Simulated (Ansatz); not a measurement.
**C3H7FSi: one species, many methods**

The task here is to estimate one member of a computed series from the others.

Method: functionals in def2-TZVPP, the program's frozen cores in correlated methods; program: Ansatz 0.2.0, Gaussian basis.

Plan: PBE-D4, r2SCAN-D4, PBE0-D4, B3LYP-D4, ωB97X-V, ωB97M-V, B2PLYP; CCSD(T)/def2-TZVPP; MP2/def2-QZVPP; extrapolation to the limit.

## Structure used throughout

The geometry comes from an earlier relaxation with PBE0-D4 in a triple-zeta def2 set; it is a stationary point, not always the lowest conformer.

SMILES `C[Si@H]1C[C@H]1F`, 12 atoms, charge 0, spin multiplicity 1.

Atoms are counted from 1 here; the program's logs count them from 0.

Bond lengths: C1–Si2 1.858 Å, C1–H6 1.092 Å, C1–H7 1.092 Å, C1–H8 1.092 Å, Si2–C3 1.857 Å, Si2–C4 1.860 Å, Si2–H9 1.481 Å, C3–C4 1.529 Å, C3–H10 1.085 Å, C3–H11 1.088 Å, C4–F5 1.378 Å, C4–H12 1.088 Å. Angles: Si2–C1–H6 110.9°, Si2–C1–H7 111.3°, Si2–C1–H8 109.4°, H6–C1–H7 108.3°, H6–C1–H8 108.2°, H7–C1–H8 108.6°, C1–Si2–C3 118.3°, C1–Si2–C4 119.7°, C1–Si2–H9 116.3°, C3–Si2–C4 48.6°, C3–Si2–H9 119.2°, C4–Si2–H9 117.7°, Si2–C3–C4 65.8°, Si2–C3–H10 125.3°, Si2–C3–H11 114.2°, C4–C3–H10 117.4°, C4–C3–H11 113.2°, H10–C3–H11 112.7° and more.

Set-up of the first run:

Input file in.yaml:

```yaml
crystal:
  periodic: [false, false, false]
  atoms:
    - {symbol: C, position_ang: [-1.804594, -0.171988, 0.365947]}
    - {symbol: Si, position_ang: [0.006566, -0.043789, 0.761541]}
    - {symbol: C, position_ang: [1.227473, -0.671272, -0.489291]}
    - {symbol: C, position_ang: [1.143268, 0.853314, -0.406372]}
    - {symbol: F, position_ang: [0.672939, 1.480489, -1.539464]}
    - {symbol: H, position_ang: [-2.370900, 0.608008, 0.879316]}
    - {symbol: H, position_ang: [-2.208442, -1.141925, 0.663917]}
    - {symbol: H, position_ang: [-1.951136, -0.049511, -0.709052]}
    - {symbol: H, position_ang: [0.368381, -0.061396, 2.197865]}
    - {symbol: H, position_ang: [2.182119, -1.132543, -0.258057]}
    - {symbol: H, position_ang: [0.773099, -1.076441, -1.391081]}
    - {symbol: H, position_ang: [2.038226, 1.351856, -0.041369]}
basis:
  gaussian: {orbitals: def2-TZVPP}
hamiltonian: {xc: pbe, dispersion: d4}
output: {forces: true, orbitals: {seedname: orbitals}}
```

Started as:

```sh
$ ansatz run in.yaml --threads 4 --pin off --events-out ev --progress --plain --max-ram 10444MiB
```

Among the steps run: PBE-D4 (GGA); r2SCAN-D4 (meta-GGA); PBE0-D4 (hybrid); B3LYP-D4 (hybrid); ωB97X-V (range-separated); ωB97M-V (range-separated); B2PLYP (double hybrid); CCSD(T) in def2-TZVPP; MP2 in def2-QZVPP.

One of the session's tables, all rows but one given; the rest of the session is left out.

| method | atomisation energy (kJ/mol) |
| --- | --- |
| PBE-D4 | 4586.3 |
| r2SCAN-D4 | 4513.3 |
| PBE0-D4 | 4516.8 |
| B3LYP-D4 | 4487.1 |
| ωB97X-V | 4510.7 |
| ωB97M-V | 4509.3 |
| B2PLYP | 4441.2 |
| HF/def2-TZVPP | 3310.7 |
| MP2/def2-TZVPP | 4440.9 |
| CCSD/def2-TZVPP | 4315.3 |
| CCSD(T)/def2-TZVPP | 4377.8 |
| MP2/CBS | ? |
| CCSD(T)/CBS | 4487.4 |

**Question.** Estimate the row for MP2/CBS.

**Answer.** atomisation energy (kJ/mol): 4550.5. In the column «atomisation energy (kJ/mol)» it lies between PBE0-D4 (4516.8) and PBE-D4 (4586.3).
